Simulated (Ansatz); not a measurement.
# CH3BIN: one species, many methods

One table from this session's results is given with a row withheld; the runs are named, their logs left out.

The runs use Ansatz 0.2.0, Gaussian basis; functionals in def2-TZVPP, the program's frozen cores in correlated methods.

Levels to be run: LDA (SPW92), PBE-D4, revPBE-D4, BLYP-D4, r2SCAN-D4, B97M-V, PBE0-D4, B3LYP-D4, r2SCANh-D4, r2SCAN0-D4, HSE06-D4, BHLYP-D4, CAM-B3LYP-D4, LC-ωPBE, ωB97X-V, ωB97M-V, B2PLYP, PBE-QIDH; CCSD(T)/def2-SVP; CCSD(T)/def2-TZVPP; MP2/def2-QZVPP; extrapolation to the limit; RPA on PBE.

**The relaxed structure**

An earlier PBE0-D4 in a triple-zeta def2 set relaxation fixed the geometry. I takes the def2 core potential; no spin-orbit term is included.

SMILES `C=NBI`, 7 atoms, charge 0, spin multiplicity 1.

Atoms are counted from 1 here; the program's logs count them from 0.

Bond lengths: C1–N2 1.240 Å, C1–H5 1.094 Å, C1–H6 1.094 Å, N2–B3 1.346 Å, B3–I4 2.149 Å, B3–H7 1.189 Å. Angles: N2–C1–H5 121.4°, N2–C1–H6 121.4°, H5–C1–H6 117.3°, C1–N2–B3 179.7°, N2–B3–I4 119.2°, N2–B3–H7 121.9°, I4–B3–H7 118.9°.

The first run:

in.yaml

```yaml
crystal:
  periodic: [false, false, false]
  atoms:
    - {symbol: C, position_ang: [-0.322376, 1.184401, 0.572457]}
    - {symbol: N, position_ang: [-0.009627, 0.159638, -0.052570]}
    - {symbol: B, position_ang: [0.328905, -0.955803, -0.725503]}
    - {symbol: I, position_ang: [0.412925, -2.828007, 0.326096]}
    - {symbol: H, position_ang: [-1.365603, 1.501422, 0.660527]}
    - {symbol: H, position_ang: [0.433523, 1.806821, 1.060091]}
    - {symbol: H, position_ang: [0.583452, -0.936573, -1.886897]}
basis:
  gaussian: {orbitals: def2-TZVPP}
hamiltonian: {xc: lda}
output: {orbitals: {seedname: orbitals}}
```

Command:

```bash
> ansatz run in.yaml --threads 2 --pin off --events-out ev --progress --plain --max-ram 4352MiB
```

Steps of the session up to this table: LDA; PBE-D4 (GGA); revPBE-D4 (GGA); BLYP-D4 (GGA); r2SCAN-D4 (meta-GGA); B97M-V (meta-GGA); PBE0-D4 (hybrid); B3LYP-D4 (hybrid); r2SCANh-D4 (hybrid); r2SCAN0-D4 (hybrid); HSE06-D4 (hybrid); BHLYP-D4 (hybrid); CAM-B3LYP-D4 (range-separated); LC-ωPBE (range-separated); ωB97X-V (range-separated); ωB97M-V (range-separated); B2PLYP (double hybrid); PBE-QIDH (double hybrid).

One of the session's tables, all rows but one given; the rest of the session is left out.

It belongs to the step «Frontier levels by functional». 

```
  functional  HOMO (eV)  LUMO (eV)  gap (eV)
 LDA (SPW92)      -6.27      -2.95      3.32
      PBE-D4          ?          ?         ?
   revPBE-D4      -6.08      -2.62      3.45
     BLYP-D4      -5.95      -2.56      3.39
   r2SCAN-D4      -6.38      -2.51      3.87
      B97M-V      -6.39      -2.38      4.01
     PBE0-D4      -7.24      -1.68      5.56
    B3LYP-D4      -7.00      -1.90      5.10
  r2SCANh-D4      -6.79      -2.13      4.66
  r2SCAN0-D4      -7.42      -1.57      5.85
    HSE06-D4      -6.85      -2.06      4.79
    BHLYP-D4      -8.19      -0.52      7.68
CAM-B3LYP-D4      -8.46      -0.52      7.94
     LC-ωPBE      -9.77       0.65     10.42
     ωB97X-V      -9.44       0.58     10.02
     ωB97M-V      -9.33       0.46      9.79
```

Estimate the missing values for PBE-D4.

The run gave: HOMO (eV): -6.12; LUMO (eV): -2.71; gap (eV): 3.42. In the column «HOMO (eV)» it lies between LDA (SPW92) (-6.27) and revPBE-D4 (-6.08).
